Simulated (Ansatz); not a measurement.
# B2ClFH2O: the cost of one run

All numbers are computed with Ansatz 0.2.0, driven from Python. Level of theory: MP2/6-31G*.

## 1. The system

Bond lengths: B1–O2 1.463 Å, O2–B3 1.463 Å, B3–F4 1.445 Å, B3–Cl5 1.846 Å, B1–H6 1.182 Å, B1–H7 1.182 Å. Angles: B1–O2–B3 105.5°, O2–B1–H6 120.1°, O2–B1–H7 120.1°, H6–B1–H7 119.7°, O2–B3–F4 119.9°, O2–B3–Cl5 120.1°, F4–B3–Cl5 119.6°.

The script holds or builds the structure itself.

## 2. The script

bde_b2clfh2o.py

```python
import logging
import sys

import ansatz
from ase import Atoms

logging.basicConfig(stream=sys.stdout, format="%(name)s: %(message)s")
logger = logging.getLogger("calc")
logger.setLevel(logging.INFO)


def single_point(molecule, charge=0, unpaired=0):
    calc = (
        molecule.calculation()
        .basis(gaussian="6-31G*")
        .correlation("mp2")
    )
    if charge:
        calc = calc.charge(charge)
    if unpaired:
        calc = calc.spin("collinear", total=unpaired)
    report = calc.run(threads=1, pin="off").report
    if report["published_state_doubts"]:
        print("  doubts:", report["published_state_doubts"])
    return report["free_energy_ev"]

def without(molecule, index):
    rest = ansatz.Crystal.molecule()
    for i, site in enumerate(molecule.cartesian_sites):
        if i != index:
            rest = rest.atom(site.symbol, site.position_ang)
    return rest

atoms = Atoms(["B", "O", "B", "F", "Cl", "H", "H"], positions=[
    (-1.1056, -0.5038, 0.1969),
    (0.0725, -0.109, 0.9694),
    (0.9812, 0.5136, 0.0063),
    (0.9452, 1.9439, -0.1992),
    (2.303, -0.4908, -0.8002),
    (-1.171, -1.5868, -0.2727),
    (-2.0252, 0.2329, 0.0996),
])
molecule = ansatz.Crystal.molecule_from_ase(atoms)

whole = single_point(molecule, 0)
hydrogen = single_point(ansatz.Crystal.molecule().atom("H", (0, 0, 0)), 0, 1)
logger.info(f"E(molecule) = {whole:.5f} eV, E(H) = {hydrogen:.5f} eV")
for index in [6]:
    radical = single_point(without(molecule, index), 0, 1)
    logger.info(f"H{index}: homolysis {96.485332 * (radical + hydrogen - whole):.1f} kJ/mol")
```

## 3. The input behind the calls

The engine receives this input (first run):

```yaml
crystal:
  periodic: [false, false, false]
  atoms:
    - { symbol: B, position_ang: [-1.1056, -0.5038, 0.1969] }
    - { symbol: O, position_ang: [0.0725, -0.109, 0.9694] }
    - { symbol: B, position_ang: [0.9812, 0.5136, 0.0063] }
    - { symbol: F, position_ang: [0.9452, 1.9439, -0.1992] }
    - { symbol: Cl, position_ang: [2.303, -0.4908, -0.8002] }
    - { symbol: H, position_ang: [-1.171, -1.5868, -0.2727] }
    - { symbol: H, position_ang: [-2.0252, 0.2329, 0.0996] }
basis:
  gaussian:
    orbitals: "6-31G*"
correlation:
  method: mp2
```

## 4. The run

On the command line:

```sh
> python bde_b2clfh2o.py
```

**Question.** How long does this script take on 1 thread of Arm Neoverse V1, shared host, and how much memory does it need?

About 2.8 s, with a peak of 0.23 GiB.
